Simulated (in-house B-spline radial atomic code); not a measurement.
# Bi⁴⁶⁺: ionisation energy by several methods

How far do functionals differ on the ionisation energy of Bi⁴⁶⁺? Each run solves Bi⁴⁶⁺ and then the next ion ([Ar] 3d10 4s2 4p6).

Program: in-house B-spline radial atomic code version 1. Level of theory: Dirac-Coulomb, several functionals; spherical all-electron atom at the radial basis limit. These are calculated values, not measurements, unless marked.

### Step 1. Starting point

- element: bismuth (Z = 83)
- charge: +46
- electrons: 37
- configuration: [Kr] 4d1
- nucleus: Fermi, rms radius 5.521 fm

Outer shells as boxes (Hund's rule):

[Kr] 4d1
```
[Kr] core
4d [↑ ][  ][  ][  ][  ]
```

The boxes only draw the filling; these runs are spin-restricted and spherical.

### Step 2. AM05, a GGA

Settings of the run:

```ini
Z = 83
electrons = 37.0
configuration = [Kr] 4d1
hamiltonian = dirac
method = am05
spin_polarised = False
nucleus = fermi
rms_radius = 5.5211
mass_number = 209
atomic_mass = 208.980398599
speed_of_light = 137.035999084
```

### Step 3. PBEsol, a GGA

The settings differ from step 2 so:

```diff
@@ -4,3 +4,3 @@
 hamiltonian = dirac
-method = am05
+method = pbesol
 spin_polarised = False
```

### Step 4. BLYP, a GGA

The settings differ from step 3 so:

```diff
@@ -4,3 +4,3 @@
 hamiltonian = dirac
-method = pbesol
+method = b88,lyp
 spin_polarised = False
```

### Step 5. BP86, a GGA

The settings differ from step 4 so:

```diff
@@ -4,3 +4,3 @@
 hamiltonian = dirac
-method = b88,lyp
+method = b88,p86
 spin_polarised = False
```

Q: The tabulated ionisation energy is 2385 ± 4 eV (tabulated theoretical; NIST Atomic Spectra Database). What does each method give, and which comes nearest?

**Answer**, as computed:

| method | rung | total energy (hartree) | ΔSCF (eV) | with Breit, QED, recoil (eV) | −ε highest (eV) | corrected ΔSCF less tabulated (eV) |
| --- | --- | --- | --- | --- | --- | --- |
| AM05 | GGA | -20111.3979 | 2367.84 | 2366.52 | 2320.16 (4d5/2) | -18.48 |
| PBEsol | GGA | -20116.8372 | 2367.57 | 2366.25 | 2319.93 (4d5/2) | -18.75 |
| BLYP | GGA | -20123.9357 | 2367.52 | 2366.20 | 2319.86 (4d5/2) | -18.80 |
| BP86 | GGA | -20124.6743 | 2367.92 | 2366.60 | 2320.30 (4d5/2) | -18.40 |

**Reading.** Against the tabulated ionisation energy, 2385 ± 4 eV (tabulated theoretical; NIST Atomic Spectra Database), the best here is BP86 (-18.40 eV) and the worst BLYP (-18.80 eV, or 0.79 %). All methods miss on the same side by much the same amount, which points to something that they share. Open shells are averaged (over orientations, and over spins where the run is restricted), while tables refer to the lowest levels.
